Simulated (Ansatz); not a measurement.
Task: a single point from an input written key by key of CH7GeNSi, SMILES N[CH]1[SiH2][GeH2]1, with the Ansatz DFT code, driven from Python. Give the script and its output. Settings: B97, def2-SVP basis, multiplicity 1.

```xyz
11

N    -1.3132    0.7491   -0.2313
C     0.0579    0.5791   -0.0308
Si    0.3580   -0.5641    1.3380
Ge    0.7766   -0.9718   -0.9680
H    -1.4726    1.2055   -1.2118
H    -1.6757    1.5359    0.4392
H     0.7272    1.4905   -0.0951
H     1.7118   -0.3567    2.0381
H    -0.7750   -1.2665    1.9222
H    -0.4496   -1.7062   -1.6790
H     2.1201   -0.7518   -1.5009
```

Script `deck.py`:
```python
import ansatz as az

DECK = '''
crystal:
  periodic: [false, false, false]
  atoms:
    - { symbol: 'N', position_ang: [-1.3132, 0.7491, -0.2313] }
    - { symbol: C, position_ang: [0.0579, 0.5791, -0.0308] }
    - { symbol: Si, position_ang: [0.358, -0.5641, 1.338] }
    - { symbol: Ge, position_ang: [0.7766, -0.9718, -0.968] }
    - { symbol: H, position_ang: [-1.4726, 1.2055, -1.2118] }
    - { symbol: H, position_ang: [-1.6757, 1.5359, 0.4392] }
    - { symbol: H, position_ang: [0.7272, 1.4905, -0.0951] }
    - { symbol: H, position_ang: [1.7118, -0.3567, 2.0381] }
    - { symbol: H, position_ang: [-0.775, -1.2665, 1.9222] }
    - { symbol: H, position_ang: [-0.4496, -1.7062, -1.679] }
    - { symbol: H, position_ang: [2.1201, -0.7518, -1.5009] }
basis:
  gaussian: { orbitals: def2-SVP, nuclear_model: gaussian }
hamiltonian:
  xc: { name: B97 }
'''

session = az.Session.from_yaml(DECK)
summary = session.plan(threads=1).execute().report

for key in ('converged', 'free_energy_ev', 'reference_energy_ev', 'n_frozen', 'n_occupied', 'n_virtual'):
    print(f'{key:22s} {summary[key]}')
symbols = ['N', 'C', 'Si', 'Ge', 'H', 'H', 'H', 'H', 'H', 'H', 'H']
```

```console
$ python deck.py
converged              True
free_energy_ev         -67018.10952204838
reference_energy_ev    -67018.10952204838
n_frozen               0
n_occupied             [33, 33]
n_virtual              [80, 80]
```

Caveats:
- These settings explore the input space; basis and method may be short of convergence.
- The geometry is a force-field or estimated start, not a minimum of this method, and the basis set is short of its limit.
- Run time: 19 s on 1 thread of Arm Neoverse N1, with other jobs on the host, peak memory 0.34 GiB.
